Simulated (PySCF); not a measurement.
# CH5BFOP: the cost of one run

Programs: PySCF 2.14.0, with density-fitted response routines of our own. Each step states its level of theory. These are calculated values for one molecule in the gas phase, unless marked as measured. Atoms count from 0, in the outputs and in this text.

**1. The molecule as given**

10 atoms, charge 0, multiplicity 1; geometry from: GFN2-xTB. The atoms were then displaced at random by about 0.01 Å, so the start is not that level's minimum.

Bonds of the start (Å): C0–O1 1.39, O1–B2 1.31, B2–F3 1.34, B2–P4 1.93, C0–H5 1.08, C0–H6 1.09, C0–H7 1.12, P4–H8 1.39, P4–H9 1.40.

**2. Optimising the geometry at PBE0-D3(BJ)/def2-SVP**

What the job is given:

```
{"job": {"xc": "PBE0", "basis": "def2-SVP", "d3": "d3bj", "grid": 1, "shake": 0.01, "kind": "geom"}, "charge": 0, "multiplicity": 1}
C     -1.739440    -0.186430     0.189430
O     -0.414500    -0.466830    -0.121600
B      0.558760     0.410370    -0.223340
F      0.392020     1.721320    -0.013690
P      2.295890    -0.222720    -0.782950
H     -2.045340    -0.725130     1.069570
H     -2.365700    -0.477050    -0.658170
H     -1.881100     0.910920     0.363220
H      2.231310    -1.408370    -0.069810
H      3.018520     0.422980     0.226280
```

Launch:

```bash
$ OMP_NUM_THREADS=1 python probes_run.py task.json out
```

One launch serves the whole session: the jobs run in the order shown.

**Question.** How long does this first job take on 1 thread of Arm Neoverse V1, shared host, and how much memory does it need?

About 20 s, with a peak of 0.4 GiB.
